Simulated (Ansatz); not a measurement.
**CH₄F₃HfN: a ladder of functionals and wavefunction methods**

An exercise on one series of results from a longer session: the logs are not shown, and one member is left open.

Program: Ansatz 0.2.0, Gaussian basis. Level of theory: functionals in def2-TZVPP, the program's frozen cores in correlated methods. These are calculated values, not measurements.

Levels to be run: LDA (SPW92), PBE-D4, revPBE-D4, BLYP-D4, r2SCAN-D4, B97M-V, PBE0-D4, B3LYP-D4, r2SCANh-D4, r2SCAN0-D4, HSE06-D4, BHLYP-D4, CAM-B3LYP-D4, LC-ωPBE, ωB97X-V, ωB97M-V, B2PLYP, PBE-QIDH; CCSD(T)/def2-SVP; CCSD(T)/def2-TZVPP; MP2/def2-QZVPP; extrapolation to the limit; RPA on PBE.

## The relaxed structure

An earlier PBE0-D4 in a triple-zeta def2 set relaxation fixed the geometry. Hf takes the def2 core potential; no spin-orbit term is included.

SMILES `C[NH][Hf]([F])([F])[F]`, 10 atoms, charge 0, spin multiplicity 1.

Atoms are counted from 1 here; the program's logs count them from 0.

Bond lengths: C1–N2 1.452 Å, C1–H7 1.095 Å, C1–H8 1.095 Å, C1–H9 1.095 Å, N2–Hf3 2.010 Å, N2–H10 1.012 Å, Hf3–F4 1.913 Å, Hf3–F5 1.908 Å, Hf3–F6 1.913 Å. Angles: N2–C1–H7 112.1°, N2–C1–H8 112.1°, N2–C1–H9 110.3°, H7–C1–H8 108.4°, H7–C1–H9 106.9°, H8–C1–H9 106.8°, C1–N2–Hf3 126.1°, C1–N2–H10 111.7°, Hf3–N2–H10 122.1°, N2–Hf3–F4 108.3°, N2–Hf3–F5 107.4°, N2–Hf3–F6 108.3°, F4–Hf3–F5 112.8°, F4–Hf3–F6 107.1°, F5–Hf3–F6 112.8°.

Geometry (Å):

```xyz
10
CH4F3HfN
C     0.36890   -1.19070    0.89062
N     0.63177   -0.26970   -0.20070
Hf   -0.56076    1.23606   -0.79432
F    -2.26671    0.50428   -1.25661
F     0.29857    2.09735   -2.26387
F    -0.83590    2.40538    0.69447
H     1.13311   -1.13116    1.67292
H     0.30584   -2.22884    0.54732
H    -0.58912   -0.95445    1.36431
H     1.51432   -0.46823   -0.65416
```

Set-up of the first run:

Contents of in.yaml:

```yaml
crystal:
  periodic: [false, false, false]
  atoms:
    - {symbol: C, position_ang: [0.368897, -1.190695, 0.890616]}
    - {symbol: N, position_ang: [0.631771, -0.269699, -0.200695]}
    - {symbol: Hf, position_ang: [-0.560759, 1.236060, -0.794322]}
    - {symbol: F, position_ang: [-2.266710, 0.504281, -1.256607]}
    - {symbol: F, position_ang: [0.298566, 2.097348, -2.263866]}
    - {symbol: F, position_ang: [-0.835904, 2.405381, 0.694472]}
    - {symbol: H, position_ang: [1.133114, -1.131164, 1.672921]}
    - {symbol: H, position_ang: [0.305837, -2.228842, 0.547323]}
    - {symbol: H, position_ang: [-0.589117, -0.954454, 1.364315]}
    - {symbol: H, position_ang: [1.514316, -0.468226, -0.654156]}
basis:
  gaussian: {orbitals: def2-TZVPP}
hamiltonian: {xc: lda}
output: {orbitals: {seedname: orbitals}}
```

Launch:

```
> ansatz run in.yaml --threads 4 --pin off --events-out ev --progress --plain --max-ram 11315MiB
```

Steps of the session up to this table: LDA; PBE-D4 (GGA); revPBE-D4 (GGA); BLYP-D4 (GGA); r2SCAN-D4 (meta-GGA); B97M-V (meta-GGA); B3LYP-D4 (hybrid); r2SCANh-D4 (hybrid); r2SCAN0-D4 (hybrid); HSE06-D4 (hybrid); BHLYP-D4 (hybrid); CAM-B3LYP-D4 (range-separated); LC-ωPBE (range-separated); ωB97X-V (range-separated); ωB97M-V (range-separated); B2PLYP (double hybrid); PBE-QIDH (double hybrid).

One table of the session follows, with a row left open; its other results are not shown here.

It belongs to the step «Orbital energies across the functionals». 

```
  functional  HOMO (eV)  gap (eV)
 LDA (SPW92)          ?         ?
      PBE-D4      -6.06      4.66
   revPBE-D4      -5.98      4.72
     BLYP-D4      -5.95      4.60
   r2SCAN-D4      -6.33      5.23
      B97M-V      -6.40      5.17
     PBE0-D4      -7.44      6.89
    B3LYP-D4      -7.22      6.35
  r2SCANh-D4      -6.85      6.07
  r2SCAN0-D4      -7.63      7.31
    HSE06-D4      -7.04      6.12
    BHLYP-D4      -8.74      8.75
CAM-B3LYP-D4      -8.85      9.01
     LC-ωPBE     -10.19     11.57
     ωB97X-V      -9.83     11.02
     ωB97M-V      -9.75     10.45
```

Q: Estimate the row for LDA (SPW92) from the others.

**Answer.** HOMO (eV): -6.25; gap (eV): 4.53. In the column «HOMO (eV)» it lies between r2SCAN-D4 (-6.33) and PBE-D4 (-6.06).
